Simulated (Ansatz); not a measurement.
# CH₄FGe+: one structure at several levels

The atoms stand at a structure displaced at random from a GFN2-xTB minimum. How far do the functionals agree with CCSD(T) there?

The runs use Ansatz 0.2.0, Gaussian basis; single points in def2-TZVPP.

Cores are frozen in the correlated methods. Filled d shells of the heavier atoms are correlated.

**1. The system as given**

7 atoms, charge 1, spin multiplicity 1.

Atoms are counted from 1 here; the program's logs count them from 0.

Bond lengths: F1–C2 1.391 Å, C2–Ge3 2.022 Å, C2–H4 1.108 Å, C2–H5 1.123 Å, Ge3–H6 1.522 Å, Ge3–H7 1.551 Å. Angles: F1–C2–Ge3 91.4°, F1–C2–H4 109.9°, F1–C2–H5 109.5°, Ge3–C2–H4 114.7°, Ge3–C2–H5 117.2°, H4–C2–H5 112.1°, C2–Ge3–H6 125.5°, C2–Ge3–H7 115.8°, H6–Ge3–H7 116.3°.

As a file:

| atom | x (Å) | y (Å) | z (Å) |
| --- | --- | --- | --- |
| F1 | -1.1795 | 0.6411 | -0.8294 |
| C2 | -0.6957 | -0.5673 | -0.3390 |
| Ge3 | 0.8962 | 0.3539 | 0.5016 |
| H4 | -0.4473 | -1.2430 | -1.1814 |
| H5 | -1.4528 | -1.0200 | 0.3558 |
| H6 | 2.2966 | 0.4163 | -0.0918 |
| H7 | 0.5697 | 1.3972 | 1.6021 |

**2. CCSD(T)/def2-TZVPP**

Input file run/in.yaml:

```yaml
crystal:
  periodic: [false, false, false]
  atoms:
    - {symbol: F, position_ang: [-1.179500, 0.641100, -0.829400]}
    - {symbol: C, position_ang: [-0.695700, -0.567300, -0.339000]}
    - {symbol: Ge, position_ang: [0.896200, 0.353900, 0.501600]}
    - {symbol: H, position_ang: [-0.447300, -1.243000, -1.181400]}
    - {symbol: H, position_ang: [-1.452800, -1.020000, 0.355800]}
    - {symbol: H, position_ang: [2.296600, 0.416300, -0.091800]}
    - {symbol: H, position_ang: [0.569700, 1.397200, 1.602100]}
basis:
  gaussian: {orbitals: def2-TZVPP}
total_charge: 1
correlation: {method: ccsd_t}
output: {forces: true}
```

The command line of these runs was not kept.

**3. PBE0-D4/def2-TZVPP**

run/in.yaml: that of step 2 with these lines changed.

```diff
@@ -13,3 +13,3 @@
 total_charge: 1
-correlation: {method: ccsd_t}
-output: {forces: true}
+hamiltonian: {xc: pbe0, dispersion: d4}
+output: {forces: true, orbitals: {seedname: orbitals}}
```

**4. wB97M-V/def2-TZVPP**

run/in.yaml: that of step 3 with these lines changed.

```diff
@@ -13,3 +13,3 @@
 total_charge: 1
-hamiltonian: {xc: pbe0, dispersion: d4}
-output: {forces: true, orbitals: {seedname: orbitals}}
+hamiltonian: {xc: {name: wB97M-V}}
+output: {forces: true}
```

**5. r2SCAN-D4/def2-TZVPP**

run/in.yaml: that of step 4 with these lines changed.

```diff
@@ -13,3 +13,3 @@
 total_charge: 1
-hamiltonian: {xc: {name: wB97M-V}}
+hamiltonian: {xc: r2scan, dispersion: d4}
 output: {forces: true}
```

**6. PBE-D4/def2-TZVPP**

run/in.yaml: that of step 5 with these lines changed.

```diff
@@ -13,3 +13,3 @@
 total_charge: 1
-hamiltonian: {xc: r2scan, dispersion: d4}
+hamiltonian: {xc: pbe, dispersion: d4}
 output: {forces: true}
```

**7. revPBE-D4/def2-TZVPP**

run/in.yaml: that of step 6 with these lines changed.

```diff
@@ -13,3 +13,3 @@
 total_charge: 1
-hamiltonian: {xc: pbe, dispersion: d4}
+hamiltonian: {xc: {name: revPBE}, dispersion: d4}
 output: {forces: true}
```

**8. SPW92/def2-TZVPP**

run/in.yaml: that of step 7 with these lines changed.

```diff
@@ -13,3 +13,3 @@
 total_charge: 1
-hamiltonian: {xc: {name: revPBE}, dispersion: d4}
+hamiltonian: {xc: lda}
 output: {forces: true}
```

(Steps that only read results are left out.)

What does the calculation give? Wanted: energy less free atoms, CCSD(T)/def2-TZVPP; RMS force component; RMS force error; HOMO and LUMO, PBE0-D4; T1 diagnostic.

**Answer**, as computed:

```
                                  quantity                                                                                           value
energy less free atoms, CCSD(T)/def2-TZVPP                                                                                 -316.8 kcal/mol
                       RMS force component                                                            0.360 to 0.419 eV/Å over the methods
                           RMS force error  PBE0-D4 0.140, wB97M-V 0.040, r2SCAN-D4 0.054, PBE-D4 0.178, revPBE-D4 0.214, SPW92 0.301 eV/Å
                    HOMO and LUMO, PBE0-D4                                                                             -14.93 and -9.35 eV
                             T1 diagnostic                                                                                           0.013
```

What this shows: Against CCSD(T) the functionals' energies less atoms differ by -89.5 to -7.5 kcal/mol, PBE-D4 by -20.4 kcal/mol. The reference is not at the basis limit: in triple zeta CCSD(T) underbinds, which counts against methods that bind more; the gaps are no ranking. The forces of wB97M-V come nearest to CCSD(T), those of SPW92 are farthest. Frozen-core CCSD(T) forces in triple zeta carry basis errors of their own, and this is one geometry, so small gaps rank nothing.
